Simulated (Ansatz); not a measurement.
**C₃H₇BSi: up Jacob's ladder to CCSD(T)**

An exercise on one series of results from a longer session: the logs are not shown, and one member is left open.

Program: Ansatz 0.2.0, Gaussian basis. Level of theory: functionals in def2-TZVPP, the program's frozen cores in correlated methods. These are calculated values, not measurements.

Levels to be run: PBE-D4, r2SCAN-D4, PBE0-D4, B3LYP-D4, ωB97X-V, ωB97M-V, B2PLYP; CCSD(T)/def2-TZVPP; MP2/def2-QZVPP; extrapolation to the limit.

## The geometry

The geometry comes from an earlier relaxation with PBE0-D4 in a triple-zeta def2 set; it is a stationary point, not always the lowest conformer.

12 atoms, charge 0, spin multiplicity 1.

Atoms are counted from 1 here; the program's logs count them from 0.

Bond lengths: B1–Si2 2.009 Å, B1–H6 1.198 Å, B1–H7 1.195 Å, Si2–C3 1.873 Å, Si2–C4 1.832 Å, Si2–H8 1.497 Å, C3–H9 1.092 Å, C3–H10 1.092 Å, C3–H11 1.092 Å, C4–C5 1.207 Å, C5–H12 1.066 Å. Angles: Si2–B1–H6 119.9°, Si2–B1–H7 122.5°, H6–B1–H7 117.5°, B1–Si2–C3 114.1°, B1–Si2–C4 112.1°, B1–Si2–H8 104.5°, C3–Si2–C4 109.1°, C3–Si2–H8 109.4°, C4–Si2–H8 107.2°, Si2–C3–H9 110.6°, Si2–C3–H10 110.3°, Si2–C3–H11 110.8°, H9–C3–H10 108.6°, H9–C3–H11 108.1°, H10–C3–H11 108.3°, Si2–C4–C5 178.4°, C4–C5–H12 179.7°.

Set-up of the first run:

in.yaml

```yaml
crystal:
  periodic: [false, false, false]
  atoms:
    - {symbol: B, position_ang: [-1.503708, -0.338477, 1.379187]}
    - {symbol: Si, position_ang: [-0.246207, -0.402432, -0.186848]}
    - {symbol: C, position_ang: [1.515902, -0.852133, 0.263324]}
    - {symbol: C, position_ang: [-0.242815, 1.166952, -1.132911]}
    - {symbol: C, position_ang: [-0.232334, 2.217040, -1.727748]}
    - {symbol: H, position_ang: [-1.405449, -1.147644, 2.256739]}
    - {symbol: H, position_ang: [-2.397644, 0.450724, 1.453866]}
    - {symbol: H, position_ang: [-0.815823, -1.457311, -1.083006]}
    - {symbol: H, position_ang: [2.132879, -0.934327, -0.633497]}
    - {symbol: H, position_ang: [1.539785, -1.808106, 0.791515]}
    - {symbol: H, position_ang: [1.957321, -0.091347, 0.910532]}
    - {symbol: H, position_ang: [-0.224908, 3.142060, -2.257252]}
basis:
  gaussian: {orbitals: def2-TZVPP}
hamiltonian: {xc: pbe, dispersion: d4}
output: {forces: true, orbitals: {seedname: orbitals}}
```

Started as:

```bash
ansatz run in.yaml --threads 4 --pin off --events-out ev --progress --plain --max-ram 10444MiB
```

Among the steps run: PBE-D4 (GGA); r2SCAN-D4 (meta-GGA); PBE0-D4 (hybrid); B3LYP-D4 (hybrid); ωB97X-V (range-separated); ωB97M-V (range-separated); B2PLYP (double hybrid); CCSD(T) in def2-TZVPP; MP2 in def2-QZVPP.

One of the session's tables, all rows but one given; the rest of the session is left out.

| method | atomisation energy (kJ/mol) |
| --- | --- |
| PBE-D4 | 4640.3 |
| r2SCAN-D4 | 4585.0 |
| PBE0-D4 | 4584.7 |
| B3LYP-D4 | 4578.2 |
| ωB97X-V | 4574.6 |
| ωB97M-V | 4580.3 |
| B2PLYP | 4534.7 |
| HF/def2-TZVPP | ? |
| MP2/def2-TZVPP | 4520.0 |
| CCSD/def2-TZVPP | 4393.4 |
| CCSD(T)/def2-TZVPP | 4455.1 |
| MP2/CBS | 4624.1 |
| CCSD(T)/CBS | 4559.2 |

**Question.** Estimate the row for HF/def2-TZVPP.

**Answer.** atomisation energy (kJ/mol): 3476.6. In the column «atomisation energy (kJ/mol)» it is the lowest.
